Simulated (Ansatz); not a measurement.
**CH₅AlOS₂: a ladder of functionals and wavefunction methods**

How much do the methods differ for CH₅AlOS₂? The plan is to run it at one geometry with functionals of several rungs and with coupled cluster. The yardstick is the atomisation energy at the CCSD(T) limit.

The runs use Ansatz 0.2.0, Gaussian basis; functionals in def2-TZVPP, the program's frozen cores in correlated methods.

The runs, in order: LDA (SPW92), PBE-D4, revPBE-D4, BLYP-D4, r2SCAN-D4, B97M-V, PBE0-D4, B3LYP-D4, r2SCANh-D4, r2SCAN0-D4, HSE06-D4, BHLYP-D4, CAM-B3LYP-D4, LC-ωPBE, ωB97X-V, ωB97M-V, B2PLYP, PBE-QIDH; CCSD(T)/def2-SVP; CCSD(T)/def2-TZVPP; MP2/def2-QZVPP; extrapolation to the limit; RPA on PBE.

### Step 1. The relaxed structure

All runs share one geometry, relaxed beforehand with PBE0-D4 in a triple-zeta def2 set.

10 atoms, charge 0, spin multiplicity 1.

Atoms are counted from 1 here; the program's logs count them from 0.

Bond lengths: O1–C2 1.363 Å, O1–H6 0.968 Å, C2–Al3 1.981 Å, C2–S4 1.963 Å, C2–S5 1.803 Å, Al3–S4 2.452 Å, Al3–H7 1.580 Å, Al3–H8 1.584 Å, S4–H9 1.346 Å, S5–H10 1.345 Å. Angles: C2–O1–H6 109.6°, O1–C2–Al3 123.7°, O1–C2–S4 112.4°, O1–C2–S5 115.0°, Al3–C2–S4 76.9°, Al3–C2–S5 117.5°, S4–C2–S5 100.1°, C2–Al3–S4 51.2°, C2–Al3–H7 117.0°, C2–Al3–H8 116.4°, S4–Al3–H7 113.0°, S4–Al3–H8 106.9°, H7–Al3–H8 125.8°, C2–S4–Al3 51.9°, C2–S4–H9 93.6°, Al3–S4–H9 87.9°, C2–S5–H10 96.1°.

### Step 2. LDA

This LDA is Slater exchange with PW92 correlation.

File in.yaml:

```yaml
crystal:
  periodic: [false, false, false]
  atoms:
    - {symbol: O, position_ang: [-1.294811, -0.035949, -1.104726]}
    - {symbol: C, position_ang: [-0.182884, 0.248404, -0.370382]}
    - {symbol: Al, position_ang: [0.852171, -1.112736, 0.629770]}
    - {symbol: S, position_ang: [-0.606634, 0.654640, 1.502948]}
    - {symbol: S, position_ang: [0.670250, 1.767262, -0.836998]}
    - {symbol: H, position_ang: [-1.725037, 0.787659, -1.375290]}
    - {symbol: H, position_ang: [2.387333, -0.817918, 0.861274]}
    - {symbol: H, position_ang: [0.121567, -2.491227, 0.905452]}
    - {symbol: H, position_ang: [-1.593170, -0.259433, 1.566441]}
    - {symbol: H, position_ang: [1.454315, 1.208296, -1.775490]}
basis:
  gaussian: {orbitals: def2-TZVPP}
hamiltonian: {xc: lda}
output: {orbitals: {seedname: orbitals}}
```

Further steps of the session: PBE-D4 (GGA); revPBE-D4 (GGA); BLYP-D4 (GGA); r2SCAN-D4 (meta-GGA); B97M-V (meta-GGA); PBE0-D4 (hybrid); B3LYP-D4 (hybrid); r2SCANh-D4 (hybrid); r2SCAN0-D4 (hybrid); HSE06-D4 (hybrid); BHLYP-D4 (hybrid); CAM-B3LYP-D4 (range-separated); LC-ωPBE (range-separated); ωB97X-V (range-separated); ωB97M-V (range-separated); B2PLYP (double hybrid); PBE-QIDH (double hybrid); CCSD(T) in def2-SVP; CCSD(T) in def2-TZVPP; MP2 in def2-QZVPP; RPA on PBE orbitals.

Q: Predict the results of all the runs planned. Wanted: atomisation energy, CCSD(T)/CBS; farthest beyond LDA; mean size of error, GGA; mean size of error, meta-GGA; mean size of error, hybrid; mean size of error, range-separated; mean size of error, double hybrid; gap, smallest and largest; T1 diagnostic.

**Answer**, as computed:

| quantity | value |
| --- | --- |
| atomisation energy, CCSD(T)/CBS | 3093.8 kJ/mol |
| functionals within 15.5 kJ/mol (0.5 %) | revPBE-D4, BLYP-D4, PBE0-D4, r2SCANh-D4, HSE06-D4, ωB97X-V |
| farthest beyond LDA | BHLYP-D4 (-144.2 kJ/mol) |
| mean size of error, GGA | 32.1 kJ/mol |
| mean size of error, meta-GGA | 30.6 kJ/mol |
| mean size of error, hybrid | 40.5 kJ/mol |
| mean size of error, range-separated | 25.0 kJ/mol |
| mean size of error, double hybrid | 56.7 kJ/mol |
| gap, smallest and largest | 4.13 eV (LDA (SPW92)), 11.15 eV (LC-ωPBE) |
| T1 diagnostic | 0.0133 |
| triples share of the correlation energy | 4.4 % |

**Reading.** The LDA atomisation energy is off by 536.0 kJ/mol (17 %): it overbinds. PBE-D4 is off by +73.5 kJ/mol. Double hybrids carry the basis error of their MP2 part in triple zeta, and no dispersion term here, so their miss is partly the set-up's. Taken by rung, range-separated functionals do best (25.0 kJ/mol on average) and double hybrid ones worst beyond LDA (56.7 kJ/mol). The gap between the best rungs is small, so their order is not settled. The reference freezes the cores and leaves out relativity and excitations past (T), so misses under about 15.5 kJ/mol can't be ranked. Hartree-Fock recovers 66 % of the binding; the rest is correlation. CCSD(T) in def2-SVP is off by -236.5 kJ/mol, which most functionals beat. The gap grows from 4.1 to 11.2 eV across the functionals, mostly with the share of exact exchange.
